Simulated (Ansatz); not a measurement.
**CH₆ClNOSi: small, medium and large basis sets**

An exercise on one series of results from a longer session: the logs are not shown, and one member is left open.

Method: one geometry, several basis sets; program: Ansatz 0.2.0, Gaussian basis.

Levels to be run: PBE0-D4/def2-SVP; ωB97M-V/def2-SVP; PBE0-D4/def2-QZVPP; ωB97M-V/def2-QZVPP; the functionals' def2-TZVPP values are taken from earlier runs.

## The geometry

An earlier PBE0-D4 in a triple-zeta def2 set relaxation fixed the geometry.

11 atoms, charge 0, spin multiplicity 1.

Atoms are counted from 1 here; the program's logs count them from 0.

Bond lengths: C1–O2 1.411 Å, C1–H6 1.094 Å, C1–H7 1.096 Å, C1–H8 1.091 Å, O2–Si3 1.631 Å, Si3–N4 1.690 Å, Si3–Cl5 2.059 Å, Si3–H9 1.479 Å, N4–H10 1.007 Å, N4–H11 1.007 Å. Angles: O2–C1–H6 111.0°, O2–C1–H7 111.5°, O2–C1–H8 108.1°, H6–C1–H7 108.7°, H6–C1–H8 108.9°, H7–C1–H8 108.6°, C1–O2–Si3 124.2°, O2–Si3–N4 112.8°, O2–Si3–Cl5 107.7°, O2–Si3–H9 109.7°, N4–Si3–Cl5 107.9°, N4–Si3–H9 110.0°, Cl5–Si3–H9 108.5°, Si3–N4–H10 120.6°, Si3–N4–H11 121.3°, H10–N4–H11 112.2°.

Set-up of the first run:

in.yaml reads:

```yaml
crystal:
  periodic: [false, false, false]
  atoms:
    - {symbol: C, position_ang: [-1.201376, 1.472205, -0.166385]}
    - {symbol: O, position_ang: [-0.495651, 0.323170, -0.581228]}
    - {symbol: Si, position_ang: [0.460734, -0.566620, 0.395780]}
    - {symbol: N, position_ang: [1.212022, -1.847029, -0.411201]}
    - {symbol: Cl, position_ang: [1.933562, 0.671553, 1.129690]}
    - {symbol: H, position_ang: [-0.513816, 2.282844, 0.093643]}
    - {symbol: H, position_ang: [-1.839264, 1.261906, 0.699714]}
    - {symbol: H, position_ang: [-1.834462, 1.797906, -0.992775]}
    - {symbol: H, position_ang: [-0.330930, -1.080366, 1.534573]}
    - {symbol: H, position_ang: [0.700016, -2.685100, -0.632477]}
    - {symbol: H, position_ang: [1.974566, -1.687568, -1.048733]}
basis:
  gaussian: {orbitals: def2-SVP}
hamiltonian: {xc: pbe0, dispersion: d4}
output: {orbitals: {seedname: orbitals}}
```

Among the steps run: PBE0-D4 in def2-SVP; ωB97M-V in def2-SVP; PBE0-D4 in def2-QZVPP; ωB97M-V in def2-QZVPP.

One of the session's tables, all rows but one given; the rest of the session is left out.

| functional | basis | HOMO (eV) | LUMO (eV) |
| --- | --- | --- | --- |
| PBE0-D4 | def2-SVP | -7.78 | 1.59 |
| PBE0-D4 | def2-TZVPP | -8.01 | 0.85 |
| PBE0-D4 | def2-QZVPP | -8.05 | 0.56 |
| ωB97M-V | def2-SVP | ? | ? |
| ωB97M-V | def2-TZVPP | -10.41 | 2.31 |
| ωB97M-V | def2-QZVPP | -10.46 | 1.82 |

**Question.** Estimate the row for ωB97M-V, def2-SVP.

The run gave: HOMO (eV): -10.17; LUMO (eV): 3.29. In the column «HOMO (eV)» it lies between ωB97M-V, def2-TZVPP (-10.41) and PBE0-D4, def2-QZVPP (-8.05).
